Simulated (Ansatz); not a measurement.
**CH2Ga+ (singlet): from Hartree-Fock to the top rungs, cc-pVDZ**

Aim: climb from Hartree-Fock through coupled cluster for CH2Ga+ (singlet) at one geometry and basis, and see what each rung misses.

The runs use Ansatz 0.2.0, Gaussian basis; cc-pVDZ, core rule «outside noble gas», up to 15 orbitals frozen.

Plan: UHF; CCSD(T) on RHF; CCSD(T) on UHF; BCCD(T) on RHF; CISD; CCSDT(Q) on RHF; CCSDT(Q) on UHF; CCSDTQ on RHF; CCSDTQ on UHF.

9 further runs of the same task are left out: 4 for a known fault of the program, 5 set aside as unsound or not needed.

**1. The geometry**

The geometry is a PBE0/def2-TZVP stationary point (not a proven minimum) of the parent state, kept for this charge and spin. No spin-orbit coupling is included. The filled d shell of Ga may be among the frozen orbitals whatever the setting's name suggests; the logs give the count.

4 atoms, charge 1, spin multiplicity 1.

Atoms are counted from 1 here; the program's logs count them from 0.

Bond lengths: C1–Ga2 1.974 Å, Ga2–H3 1.564 Å, Ga2–H4 1.566 Å. Angles: C1–Ga2–H3 118.1°, C1–Ga2–H4 117.3°, H3–Ga2–H4 124.6°.

**2. UHF**

Input file in.yaml:

```yaml
crystal:
  periodic: [false, false, false]
  atoms:
    - {symbol: C, position_ang: [0.000000, 0.001437, 1.708594]}
    - {symbol: Ga, position_ang: [0.000000, -0.000051, -0.265616]}
    - {symbol: H, position_ang: [0.000000, 1.379029, -1.003372]}
    - {symbol: H, position_ang: [0.000000, -1.392627, -0.982695]}
basis:
  gaussian: {orbitals: cc-pVDZ}
total_charge: 1
magnetization: {spin_polarized: true, initial_magnetization: 0}
hamiltonian: {xc: hf}
output: {orbitals: {seedname: orbitals}}
```

On the command line:

```sh
$ ansatz run in.yaml --threads 1 --pin off --events-out ev --progress --plain --max-ram 4096MiB --backend cpu
```

Further steps of the session: CCSD(T) on RHF; CCSD(T) on UHF; BCCD(T) on RHF; CISD; CCSDT(Q) on RHF; CCSDT(Q) on UHF; CCSDTQ on RHF; CCSDTQ on UHF.

Before running them: what should the planned runs give, taken together? Wanted: RCCSDTQ below the RHF energy; RMP2 from RCCSDTQ; RCCSD from RCCSDTQ; RCCSD(T) from RCCSDTQ; RCCSDT(Q) from RCCSDTQ; T1 diagnostic.

**Answer**, as computed:

```
                         quantity              value
     RCCSDTQ below the RHF energy         -4.8685 eV
                RMP2 from RCCSDTQ      +146.6 kJ/mol
               RCCSD from RCCSDTQ       +18.7 kJ/mol
            RCCSD(T) from RCCSDTQ        +6.3 kJ/mol
           RCCSDT(Q) from RCCSDTQ        +0.3 kJ/mol
levels within 1 kcal/mol (43 meV)  RCCSDT, RCCSDT(Q)
                    T1 diagnostic              0.037
```

RCCSD(T) lands +6.3 kJ/mol from the yardstick (1.3 % of the correlation energy). These misses are within one basis, not against nature.
